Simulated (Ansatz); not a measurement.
# Be18C: the cost of one run

Method: DFT PBE, plane waves, PAW, scalar-relativistic, no spin polarisation, in Ansatz 0.2.0.

**1. The starting structure**

The cell holds 19 atoms (CBe18): a = 4.580 Å, b = 6.870 Å, c = 16.588 Å, α = 90.00°, β = 90.00°, γ = 60.00°.

Coordinates:

```
Be C
1.0
     4.58000    0.00000    0.00000
     3.43500    5.94960    0.00000
     0.00000    0.00000   16.58843
Be C
18 1
Direct
  0.00000 0.00000 0.06028
  0.50000 0.00000 0.06028
  0.00000 0.33333 0.06028
  0.50000 0.33333 0.06028
  0.00000 0.66667 0.06028
  0.50000 0.66667 0.06028
  0.83333 0.22222 0.16844
  0.33333 0.22222 0.16844
  0.83333 0.55556 0.16844
  0.33333 0.55556 0.16844
  0.83333 0.88889 0.16844
  0.33333 0.88889 0.16844
  0.00000 0.00000 0.27660
  0.50000 0.00000 0.27660
  0.00000 0.33333 0.27660
  0.50000 0.33333 0.27660
  0.00000 0.66667 0.27660
  0.50000 0.66667 0.27660
  0.64175 0.45702 0.35196
```

**2. Relaxing end A**

File input.yaml:

```yaml
crystal:
  lattice:
    - [4.58, 0.0, 0.0]
    - [3.435, 5.949595, 0.0]
    - [0.0, 0.0, 16.58843]
  atoms:
    - { symbol: Be, position: [0.0, 0.0, 0.060283] }
    - { symbol: Be, position: [0.5, 0.0, 0.060283] }
    - { symbol: Be, position: [0.0, 0.3333333, 0.060283] }
    - { symbol: Be, position: [0.5, 0.3333333, 0.060283] }
    - { symbol: Be, position: [0.0, 0.6666667, 0.060283] }
    - { symbol: Be, position: [0.5, 0.6666667, 0.060283] }
    - { symbol: Be, position: [-0.1666667, 0.2222222, 0.1684436] }
    - { symbol: Be, position: [0.3333333, 0.2222222, 0.1684436] }
    - { symbol: Be, position: [-0.1666667, 0.5555556, 0.1684436] }
    - { symbol: Be, position: [0.3333333, 0.5555556, 0.1684436] }
    - { symbol: Be, position: [-0.1666667, 0.8888889, 0.1684436] }
    - { symbol: Be, position: [0.3333333, 0.8888889, 0.1684436] }
    - { symbol: Be, position: [0.0, 0.0, 0.2766042] }
    - { symbol: Be, position: [0.5, 0.0, 0.2766042] }
    - { symbol: Be, position: [0.0, 0.3333333, 0.2766042] }
    - { symbol: Be, position: [0.5, 0.3333333, 0.2766042] }
    - { symbol: Be, position: [0.0, 0.6666667, 0.2766042] }
    - { symbol: Be, position: [0.5, 0.6666667, 0.2766042] }
    - { symbol: C, position: [0.6417545, 0.4570218, 0.351958] }
basis:
  ecutwfc: 420.0
kpoints:
  mp_grid: { grid: [4, 3, 1] }
hamiltonian:
  xc: pbe
scf:
  occupations: { method: gaussian, width: 0.05 }
  lower_state_search: "off"
relax:
  f_tol: 0.03
  max_steps: 60
  adjacent_minimum: "off"
  constraints: [{ sites: [0, 1, 2, 3, 4, 5] }]
```

Launch:

```bash
$ ansatz run input.yaml --threads 1 --pin off --max-ram 3072MiB --backend cpu --events-out ev --progress --plain --runs-dir out
```

Q: Estimate wall time and peak memory on 1 thread of an Arm CPU, shared host.

About 82 s, with a peak of 0.54 GiB.
